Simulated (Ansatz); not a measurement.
I need a table of relaxed lattice constants and trends of a series on the Fe3Al structure: MgSc3, Y3Mg, La3Mg. Use Ansatz 0.2.0 through its Python package. Level of theory (first run): LDA, PAW, cutoff 460 eV, 5×5×5 k-points, Fermi-Dirac smearing of 0.1 eV.

The script, `series_mgsc3.py`:
```python
'''Element substitution on the Fe3Al prototype.'''

import warnings

import ansatz as az
import numpy as np


def fe3al(first, second, a):
    return (
        az.Lattice.fcc(a)
        .space_group(225)
        .atom(first, [0, 0, 0])
        .atom(second, [0.5, 0.5, 0.5])
        .atom(second, [0.25, 0.25, 0.25])
        .primitive()
    )


def compute(name, crystal):
    calc = (
        crystal.calculation()
        .functional(az.Functional.LDA)
        .basis(460)
        .kpoints(spacing=0.3)
        .occupations('fermi_dirac', width=0.1)
        .stress()
        .band_table()
    )
    calc = calc.relax(force_tolerance=0.03, cell=True)
    return calc.run(threads=1)


def volume_per_atom(outcome):
    return abs(np.linalg.det(outcome.lattice.cell_ang)) / len(outcome.lattice.sites)


def main() -> None:
    # rough a for each member; the cell is relaxed
    warnings.simplefilter('ignore')

    phases = {}
    phases['MgSc3'] = fe3al('Mg', 'Sc', 7.36)
    phases['Y3Mg'] = fe3al('Mg', 'Y', 7.84)
    phases['La3Mg'] = fe3al('Mg', 'La', 8.24)

    done = {name: compute(name, crystal) for name, crystal in phases.items()}

    rows = [(name, (4 * len(o.lattice.sites) * volume_per_atom(o)) ** (1 / 3), volume_per_atom(o)) for name, o in done.items()]
    print('  compound       a (A)  V (A^3/atom)')
    for row in rows:
        print(f'{str(row[0]):>10}  {row[1]:10.3f}  {row[2]:12.3f}')


if __name__ == '__main__':
    main()
```

Running `python series_mgsc3.py` prints:
```text
  compound       a (A)  V (A^3/atom)
     MgSc3       7.077        22.155
      Y3Mg       7.605        27.488
     La3Mg       7.839        30.105
```

From smallest to largest: MgSc3 (22.15 Å³), Y3Mg (27.49 Å³) and La3Mg (30.10 Å³). The largest is 36 % above the smallest.

No spin polarisation was allowed. For the metals among these phases the mesh is modest: differences between phases can be off by up to 40 meV an atom. The cells are built on a prototype by substitution; a member may or may not take this structure in nature. The whole script took 24 s on 1 thread of Intel(R) Xeon(R) 6975P-C (Granite Rapids), on a shared host, peak memory 0.5 GiB.
